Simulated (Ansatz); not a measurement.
# InH₂SCl (SMILES [SH][InH][Cl]): one structure at several levels

Aim: energy, forces and dipole at a structure displaced at random from a GFN2-xTB minimum, from CCSD(T) and from density functionals.

Method: single points in def2-TZVPP; program: Ansatz 0.2.0, Gaussian basis.

Correlated methods freeze the cores. Filled d shells of the heavier atoms are correlated. Core potentials replace the inner electrons past krypton, and spin-orbit coupling is left out.

### Step 1. The system as given

SMILES `[SH][InH][Cl]`, 5 atoms, charge 0, spin multiplicity 1.

Atoms are counted from 1 here; the program's logs count them from 0.

Bond lengths: S1–In2 2.417 Å, S1–H4 1.347 Å, In2–Cl3 2.279 Å, In2–H5 1.712 Å. Angles: In2–S1–H4 90.0°, S1–In2–Cl3 109.7°, S1–In2–H5 129.9°, Cl3–In2–H5 120.3°.

As a file:

```xyz
5

S    -1.0962   -1.1331    0.9949
In    0.5977   -0.1248   -0.4035
Cl    0.1985    2.1100   -0.6068
H    -1.7217    0.0556    1.0957
H     1.9705   -0.8289   -1.1461
```

### Step 2. CCSD(T)/def2-TZVPP

run/in.yaml

```yaml
crystal:
  periodic: [false, false, false]
  atoms:
    - {symbol: S, position_ang: [-1.096200, -1.133100, 0.994900]}
    - {symbol: In, position_ang: [0.597700, -0.124800, -0.403500]}
    - {symbol: Cl, position_ang: [0.198500, 2.110000, -0.606800]}
    - {symbol: H, position_ang: [-1.721700, 0.055600, 1.095700]}
    - {symbol: H, position_ang: [1.970500, -0.828900, -1.146100]}
basis:
  gaussian: {orbitals: def2-TZVPP}
correlation: {method: ccsd_t}
output: {forces: true}
```

The command line of these runs was not kept.

### Step 3. PBE0-D4/def2-TZVPP

Changes to run/in.yaml since step 2:

```diff
@@ -10,3 +10,3 @@
   gaussian: {orbitals: def2-TZVPP}
-correlation: {method: ccsd_t}
-output: {forces: true}
+hamiltonian: {xc: pbe0, dispersion: d4}
+output: {forces: true, orbitals: {seedname: orbitals}}
```

### Step 4. wB97M-V/def2-TZVPP

Changes to run/in.yaml since step 3:

```diff
@@ -10,3 +10,3 @@
   gaussian: {orbitals: def2-TZVPP}
-hamiltonian: {xc: pbe0, dispersion: d4}
-output: {forces: true, orbitals: {seedname: orbitals}}
+hamiltonian: {xc: {name: wB97M-V}}
+output: {forces: true}
```

### Step 5. r2SCAN-D4/def2-TZVPP

Changes to run/in.yaml since step 4:

```diff
@@ -10,3 +10,3 @@
   gaussian: {orbitals: def2-TZVPP}
-hamiltonian: {xc: {name: wB97M-V}}
+hamiltonian: {xc: r2scan, dispersion: d4}
 output: {forces: true}
```

### Step 6. PBE-D4/def2-TZVPP

Changes to run/in.yaml since step 5:

```diff
@@ -10,3 +10,3 @@
   gaussian: {orbitals: def2-TZVPP}
-hamiltonian: {xc: r2scan, dispersion: d4}
+hamiltonian: {xc: pbe, dispersion: d4}
 output: {forces: true}
```

### Step 7. r2SCAN0-D4/def2-TZVPP

Changes to run/in.yaml since step 6:

```diff
@@ -10,3 +10,3 @@
   gaussian: {orbitals: def2-TZVPP}
-hamiltonian: {xc: pbe, dispersion: d4}
+hamiltonian: {xc: {name: r2SCAN0}, dispersion: d4}
 output: {forces: true}
```

### Step 8. revPBE-D4/def2-TZVPP

Changes to run/in.yaml since step 7:

```diff
@@ -10,3 +10,3 @@
   gaussian: {orbitals: def2-TZVPP}
-hamiltonian: {xc: {name: r2SCAN0}, dispersion: d4}
+hamiltonian: {xc: {name: revPBE}, dispersion: d4}
 output: {forces: true}
```

(Steps that only read results are left out.)

Q: Predict the outcome of this session. Wanted: energy less free atoms, CCSD(T)/def2-TZVPP; RMS force component; RMS force error; HOMO and LUMO, PBE0-D4; T1 diagnostic.

**Answer**, as computed:

| quantity | value |
| --- | --- |
| energy less free atoms, CCSD(T)/def2-TZVPP | -1183.6 kJ/mol |
| RMS force component | 0.371 to 0.439 eV/Å over the methods |
| RMS force error | PBE0-D4 0.027, wB97M-V 0.035, r2SCAN-D4 0.037, PBE-D4 0.162, r2SCAN0-D4 0.067, revPBE-D4 0.200 eV/Å |
| HOMO and LUMO, PBE0-D4 | -7.71 and -1.70 eV |
| T1 diagnostic | 0.014 |

**Reading.** Against CCSD(T) the functionals' energies less atoms differ by -47.4 to +2.0 kJ/mol, PBE-D4 by -34.9 kJ/mol. CCSD(T) in triple zeta still lacks some correlation energy of the bonds, so part of these gaps is its own basis error and they don't rank the functionals. The forces of PBE0-D4 come nearest to CCSD(T), those of revPBE-D4 are farthest.
